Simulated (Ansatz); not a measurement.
# Hexafluoro-1,3-butadiene (C4F6): taking an electron away

One table from this session's results is given with a row withheld; the runs are named, their logs left out.

The runs use Ansatz 0.2.0, Gaussian basis; unrestricted cation, the program's frozen cores in correlated methods.

Plan: UKS PBE-D4/def2-TZVPP; UKS r2SCAN-D4/def2-TZVPP; UKS PBE0-D4/def2-TZVPP; UKS B3LYP-D4/def2-TZVPP; UKS wB97X-V/def2-TZVPP; UKS wB97M-V/def2-TZVPP; UKS B2PLYP/def2-TZVPP; UHF-CCSD(T)/def2-TZVPP; UHF-MP2/def2-QZVPP; extrapolation to the limit; then −ε(HOMO) from the neutral's earlier runs with LDA (SPW92), PBE-D4, revPBE-D4, BLYP-D4, r2SCAN-D4, B97M-V, PBE0-D4, B3LYP-D4, r2SCANh-D4, r2SCAN0-D4, HSE06-D4, BHLYP-D4, CAM-B3LYP-D4, LC-ωPBE, ωB97X-V, ωB97M-V.

## The relaxed structure

An earlier PBE0-D4 in a triple-zeta def2 set relaxation fixed the geometry.

SMILES `FC(F)=C(F)C(F)=C(F)F`, 10 atoms, charge 0, spin multiplicity 1.

Atoms are counted from 1 here; the program's logs count them from 0.

Bond lengths: F1–C2 1.305 Å, C2–F3 1.305 Å, C2–C4 1.330 Å, C4–F5 1.337 Å, C4–C6 1.449 Å, C6–F7 1.337 Å, C6–C8 1.330 Å, C8–F9 1.305 Å, C8–F10 1.305 Å. Angles: F1–C2–F3 112.3°, F1–C2–C4 123.7°, F3–C2–C4 124.0°, C2–C4–F5 118.1°, C2–C4–C6 125.0°, F5–C4–C6 116.8°, C4–C6–F7 116.8°, C4–C6–C8 125.0°, F7–C6–C8 118.1°, C6–C8–F9 124.0°, C6–C8–F10 123.7°, F9–C8–F10 112.3°.

Geometry (Å):

```xyz
10

F    -2.08674    1.60524    1.37743
C    -1.12397    0.73824    1.22428
F    -0.87128    0.07866    2.32210
C    -0.46518    0.56111    0.08202
F    -0.85664    1.26392   -0.98629
C     0.67921   -0.31003   -0.09181
F     1.50212   -0.44165    0.95409
C     0.98678   -0.95205   -1.21580
F     0.24157   -0.94436   -2.28764
F     2.07732   -1.65010   -1.37540
```

Set-up of the first run:

File in.yaml:

```yaml
crystal:
  periodic: [false, false, false]
  atoms:
    - {symbol: F, position_ang: [-2.086740, 1.605239, 1.377435]}
    - {symbol: C, position_ang: [-1.123967, 0.738242, 1.224281]}
    - {symbol: F, position_ang: [-0.871277, 0.078664, 2.322103]}
    - {symbol: C, position_ang: [-0.465181, 0.561113, 0.082023]}
    - {symbol: F, position_ang: [-0.856639, 1.263923, -0.986288]}
    - {symbol: C, position_ang: [0.679211, -0.310026, -0.091812]}
    - {symbol: F, position_ang: [1.502124, -0.441653, 0.954091]}
    - {symbol: C, position_ang: [0.986776, -0.952045, -1.215796]}
    - {symbol: F, position_ang: [0.241567, -0.944362, -2.287636]}
    - {symbol: F, position_ang: [2.077324, -1.650095, -1.375399]}
basis:
  gaussian: {orbitals: def2-TZVPP}
total_charge: 1
magnetization: {spin_polarized: true, initial_magnetization: 1}
hamiltonian: {xc: pbe, dispersion: d4}
```

The run is started by

```
$ ansatz run in.yaml --threads 2 --pin off --events-out ev --progress --plain --max-ram 32768MiB --backend cuda --devices 0, --max-vram 18GiB
```

Steps of the session up to this table: Cation, UKS PBE-D4/def2-TZVPP; Cation, UKS r2SCAN-D4/def2-TZVPP; Cation, UKS PBE0-D4/def2-TZVPP; Cation, UKS B3LYP-D4/def2-TZVPP; Cation, UKS wB97X-V/def2-TZVPP; Cation, UKS wB97M-V/def2-TZVPP; Cation, UKS B2PLYP (frozen core)/def2-TZVPP; Cation, UHF-CCSD(T)/def2-TZVPP; Cation, UHF-MP2/def2-QZVPP.

One of the session's tables, all rows but one given; the rest of the session is left out.

Orbital estimates, from the neutral's runs:

| functional | −ε(HOMO) (eV) |
| --- | --- |
| LDA (SPW92) | 6.09 |
| PBE-D4 | ? |
| revPBE-D4 | 5.72 |
| BLYP-D4 | 5.75 |
| r2SCAN-D4 | 6.05 |
| B97M-V | 6.10 |
| PBE0-D4 | 7.13 |
| B3LYP-D4 | 6.96 |
| r2SCANh-D4 | 6.54 |
| r2SCAN0-D4 | 7.28 |
| HSE06-D4 | 6.73 |
| BHLYP-D4 | 8.37 |
| CAM-B3LYP-D4 | 8.51 |
| LC-ωPBE | 9.74 |
| ωB97X-V | 9.36 |
| ωB97M-V | 9.27 |

Estimate the missing values for PBE-D4.

As computed: −ε(HOMO) (eV): 5.82. In the column «−ε(HOMO) (eV)» it lies between BLYP-D4 (5.75) and r2SCAN-D4 (6.05).
